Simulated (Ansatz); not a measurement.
Write a Python script for Ansatz's Python interface that makes a ladder of methods at one geometry of C₂H₅FTe, SMILES C[Te]CF. Use (for the species named): MP2, def2-SVP basis, multiplicity 1. The script varies method: mp2, ccsd, ccsd_t.

```xyz
9

C    -0.6794    1.1424    0.6305
Te    0.0380    0.7397   -1.3326
C     0.6380   -1.1981   -0.6917
F     1.7139   -1.0582    0.2947
H    -1.5024    0.4357    0.8724
H     0.0956    1.1663    1.3597
H    -1.1487    2.2045    0.6193
H     1.1276   -1.7426   -1.5458
H    -0.1941   -1.7360   -0.2236
```

Script `c2h5fte.py`:
```python
import ansatz


def main() -> None:
    geometry = (
        ansatz.Crystal.molecule()
        .atom("C", (-0.6794, 1.1424, 0.6305))
        .atom("Te", (0.038, 0.7397, -1.3326))
        .atom("C", (0.638, -1.1981, -0.6917))
        .atom("F", (1.7139, -1.0582, 0.2947))
        .atom("H", (-1.5024, 0.4357, 0.8724))
        .atom("H", (0.0956, 1.1663, 1.3597))
        .atom("H", (-1.1487, 2.2045, 0.6193))
        .atom("H", (1.1276, -1.7426, -1.5458))
        .atom("H", (-0.1941, -1.736, -0.2236))
    )

    setup = geometry.calculation().basis(gaussian="def2-SVP")

    methods = ["mp2", "ccsd", "ccsd_t"]
    reports = [setup.correlation(m).run(threads=1).report for m in methods]
    print(f"Hartree-Fock reference {reports[0]['reference_energy_ev'] / 27.211386246:.6f} Ha")
    best = reports[-1]["free_energy_ev"] - reports[-1]["reference_energy_ev"]
    for method, each in zip(methods, reports):
        gained = each["free_energy_ev"] - each["reference_energy_ev"]
        print(f"{method:8s} total {each['free_energy_ev'] / 27.211386246:.6f} Ha  correlation {gained:9.4f} eV  ({100 * gained / best:.1f} % of the last)")


if __name__ == "__main__":
    main()
```

```console
$ python c2h5fte.py
Hartree-Fock reference -444.890761 Ha
mp2      total -445.487163 Ha  correlation  -16.2289 eV  (91.2 % of the last)
ccsd     total -445.527784 Ha  correlation  -17.3343 eV  (97.4 % of the last)
ccsd_t   total -445.545062 Ha  correlation  -17.8045 eV  (100.0 % of the last)
```

Reading the output:
- The settings weren't tested for convergence.
- The geometry is a force-field or estimated start, not a minimum of this method, and the basis set is short of its limit. A lower total doesn't mark the better method: functionals have no common bound, and MP2 and coupled cluster aren't variational.
- def2 sets replace the cores of elements past krypton by effective core potentials.
- Inner cores stay frozen; a filled d shell under the valence of the heavier atoms is correlated with it.
- The whole script took 13 s on 1 thread of AMD EPYC 9R45 96-Core Processor (Zen 5), with other jobs on the host, peak memory 0.48 GiB.

(Lines on the test bed's own set-up are left out of the output.)
